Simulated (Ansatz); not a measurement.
# MoNH2+ (triplet): from Hartree-Fock to the top rungs, def2-SVP

One table from this session's results is given with a row withheld; the runs are named, their logs left out.

Program: Ansatz 0.2.0, Gaussian basis. Level of theory: def2-SVP, core rule «outside noble gas», up to 5 orbitals frozen. These are calculated values, not measurements.

The runs, in order: UHF; CCSD(T) on ROHF; CCSD(T) on UHF; CISD; CCSDT(Q) on ROHF; CCSDT(Q) on UHF.

18 further runs of the same task are left out: 3 for a known fault of the program, 7 that didn't finish, 8 set aside as unsound or not needed.

### The system

The geometry is a PBE0/def2-TZVP stationary point (not a proven minimum) of the parent state, kept for this charge and spin. No spin-orbit coupling is included. Elements past krypton take def2 core potentials.

4 atoms, charge 1, spin multiplicity 3.

Atoms are counted from 1 here; the program's logs count them from 0.

Bond lengths: Mo1–N2 1.850 Å, N2–H3 1.021 Å, N2–H4 1.021 Å. Angles: Mo1–N2–H3 125.2°, Mo1–N2–H4 125.2°, H3–N2–H4 109.5°.

As a file:

```xyz
4

Mo    0.00000    0.00000    0.27533
N     0.00000    0.00000   -1.57448
H     0.00000    0.83410   -2.16378
H     0.00000   -0.83410   -2.16378
```

The first run:

in.yaml

```yaml
crystal:
  periodic: [false, false, false]
  atoms:
    - {symbol: Mo, position_ang: [0.000000, 0.000000, 0.275330]}
    - {symbol: N, position_ang: [0.000000, 0.000000, -1.574476]}
    - {symbol: H, position_ang: [0.000000, 0.834104, -2.163778]}
    - {symbol: H, position_ang: [0.000000, -0.834104, -2.163778]}
basis:
  gaussian: {orbitals: def2-SVP}
total_charge: 1
magnetization: {spin_polarized: true, initial_magnetization: 2}
hamiltonian: {xc: hf}
output: {orbitals: {seedname: orbitals}}
```

Started as:

```console
$ ansatz run in.yaml --threads 1 --pin off --events-out ev --progress --plain --max-ram 2393MiB
```

Among the steps run: UHF; CCSD(T) on ROHF; CCSD(T) on UHF; CISD; CCSDT(Q) on ROHF; CCSDT(Q) on UHF.

One of the session's tables, all rows but one given; the rest of the session is left out.

It belongs to the step «Misses and costs». 

```
   method  from RCCSDT(Q) (kcal/mol)
     ROHF                          ?
      UHF                    +172.34
     RMP2                     +23.49
     UMP2                     +14.51
    RCCSD                     +10.28
    UCCSD                     -12.88
 RCCSD(T)                      +1.94
 UCCSD(T)                     -29.98
   RCCSDT                      +0.70
   UCCSDT                     -34.40
RCCSDT(Q)                          0
UCCSDT(Q)                     -36.20
```

Estimate the missing values for ROHF.

**Answer.** from RCCSDT(Q) (kcal/mol): +189.35. In the column «from RCCSDT(Q) (kcal/mol)» it is the highest.

Not comparable, so not listed: CISD (they don't share determinant, frozen orbitals or solution with the rows shown, or repeat one).

To keep in mind: The determinant is far from a pure spin state, so its energy mixes those of several spin states (harmless only where they are near-degenerate, as at dissociation). The program flags UCCSD(T), UCCSDT(Q) as in doubt, so those rows may rest on another solution; read them beside their warnings. Warnings: spin contamination; coupled cluster took another determinant than the lowest. Restricted and unrestricted rows rest on different reference determinants; where their highest levels disagree by more than a few hundredths of an eV, they describe different states and don't form one ladder.
